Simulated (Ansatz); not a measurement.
# Be2ZnSe3: the cost of one run

Program: Ansatz 0.2.0. Level of theory: DFT PBE, scalar-relativistic, plane waves, PAW. These are calculated values, not measurements.

### 1 Starting point

The structure is tetragonal, space group I-4m2 (No. 119). The conventional cell has a = 3.773 Å, b = 3.773 Å, c = 16.007 Å, α = 90.00°, β = 90.00°, γ = 90.00°. Be (site symmetry 2mm) is surrounded by 4 Se at 2.31 Å. Around Zn (site symmetry -4m2) lie 4 Se at 2.31 Å. Se (site symmetry -4m2) is surrounded by 4 Be at 2.31 Å. Around Se (site symmetry 2mm) lie 2 Zn at 2.31 Å and 2 Be at 2.31 Å.

Structure file:

```
CELL_PARAMETERS angstrom
-1.88639 1.88639 8.00326
1.88639 -1.88639 8.00326
1.88639 1.88639 -8.00326
ATOMIC_POSITIONS crystal
Be 0.66667 0.66667 0.00000
Be 0.33333 0.33333 0.00000
Zn 0.00000 0.00000 0.00000
Se 0.25000 0.75000 0.50000
Se 0.91667 0.41667 0.50000
Se 0.58333 0.08333 0.50000
```

The start is an ordering of an alloy on its end members' structure types: elements ordered on the sites of the BeSe type, Be/Zn on Be (I-4m2, No. 119).

### 2 A first look at the guess

input.yaml reads:

```yaml
crystal:
  lattice:
    - [-1.88638589, 1.88638589, 8.00325751]
    - [1.88638589, -1.88638589, 8.00325751]
    - [1.88638589, 1.88638589, -8.00325751]
  atoms:
    - { symbol: Be, position: [0.66666667, 0.66666667, 0.0] }
    - { symbol: Be, position: [0.33333333, 0.33333333, 0.0] }
    - { symbol: Zn, position: [0.0, 0.0, 0.0] }
    - { symbol: Se, position: [0.25, 0.75, 0.5] }
    - { symbol: Se, position: [0.91666667, 0.41666667, 0.5] }
    - { symbol: Se, position: [0.58333333, 0.08333333, 0.5] }
basis:
  ecutwfc: 420
kpoints:
  mp_grid: { grid: [6, 6, 6] }
hamiltonian:
  xc: pbe
scf:
  occupations: { method: gaussian, width: 0.1 }
  lower_state_search: "off"
output:
  forces: true
  stress: true
  eigenvalues: true
```

The run is started by

```console
> ansatz run input.yaml --threads 1 --pin off --max-ram 2560MiB --backend cpu --events-out ev --progress --plain --runs-dir out
```

**Question.** How long does this run take on 1 thread of Intel Xeon Platinum 8375C at 2.90GHz (Ice Lake), shared host, and how much memory does it need?

About 19 s, with a peak of 0.46 GiB.
